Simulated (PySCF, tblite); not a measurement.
**C₅H₉F₃NP: infrared bands and NMR shifts**

Aim: predict the infrared bands and NMR shifts of C₅H₉F₃NP (`C/C=C/P(NC)C(F)(F)F`).

Computed with tblite 0.8.0 and PySCF 2.14.0, with density-fitted response routines of our own, on a single molecule in the gas phase. Atoms are numbered from 0 throughout.

**1. Starting geometry**

19 atoms, charge 0, multiplicity 1; geometry from: GFN2-xTB.

Bonds of the start (Å): C0–C1 1.49, C1–C2 1.33, C2–P3 1.81, P3–N4 1.68, N4–C5 1.46, P3–C6 1.93, C6–F7 1.34, C6–F8 1.34, C6–F9 1.35, C0–H10 1.09, C0–H11 1.09, C0–H12 1.09, C1–H13 1.08, C2–H14 1.08, N4–H15 1.02, C5–H16 1.09, C5–H17 1.09, C5–H18 1.09.

**2. Infrared spectrum with GFN2-xTB**

What the job is given:

```
{"job": {"kind": "ir", "xc": "GFN2-xTB", "basis": "xTB"}, "charge": 0, "multiplicity": 1}
C      3.209152     0.285481    -0.037104
C      1.760425     0.308158     0.303626
C      0.967436    -0.755976     0.295866
P     -0.778202    -0.714187     0.789436
N     -1.171135     0.842900     0.304822
C     -2.456534     1.425636     0.660181
C     -1.326400    -1.726934    -0.758131
F     -0.790649    -2.949926    -0.833476
F     -2.661490    -1.876390    -0.787188
F     -0.997065    -1.088488    -1.902103
H      3.408984     0.958502    -0.870668
H      3.537973    -0.716007    -0.303521
H      3.793000     0.636891     0.813602
H      1.352865     1.275206     0.570057
H      1.357129    -1.743550     0.078719
H     -0.867156     1.100467    -0.630834
H     -3.260358     1.141922    -0.024875
H     -2.722975     1.092931     1.661874
H     -2.364803     2.512615     0.662255
```

**Question.** This job is followed by: GIAO PBE0/pcSseg-1 NMR shielding, non-relativistic, gas phase. Predict these results of the whole session: strongest single infrared mode (GFN2-xTB); zero-point energy (GFN2-xTB); ¹³C shifts against TMS (PBE0/pcSseg-1); ¹H shifts against TMS (PBE0/pcSseg-1, means over atoms taken as alike); ³¹P shifts against H3PO4 (PBE0/pcSseg-1); ¹⁵N shifts against NH3 (PBE0/pcSseg-1); ¹⁹F shifts against CFCl3 (PBE0/pcSseg-1, means over atoms taken as alike).

As calculated:

```
                                                                 quantity                                value
                                strongest single infrared mode (GFN2-xTB)                1023 cm⁻¹, 226 km/mol
                                             zero-point energy (GFN2-xTB)                        85.5 kcal/mol
                                   ¹³C shifts against TMS (PBE0/pcSseg-1)  146.4, 139.7, 134.7, 35.9, 24.6 ppm
   ¹H shifts against TMS (PBE0/pcSseg-1, means over atoms taken as alike)     6.50, 6.26, 3.07, 2.10, 1.44 ppm
                                 ³¹P shifts against H3PO4 (PBE0/pcSseg-1)                             32.6 ppm
                                   ¹⁵N shifts against NH3 (PBE0/pcSseg-1)                             38.8 ppm
¹⁹F shifts against CFCl3 (PBE0/pcSseg-1, means over atoms taken as alike)                            -86.0 ppm
```

**Reading.** All 51 modes are real, so the xTB geometry is a minimum. The strongest single mode, at 1023 cm⁻¹, moves mainly C6. GFN2-xTB is a fitted tight-binding method: band positions and strengths are rough. Its intensities can rank the bands wrongly. At PBE0/pcSseg-1: The largest span, 253 ppm, is at C1, where the paramagnetic term is -217 ppm.
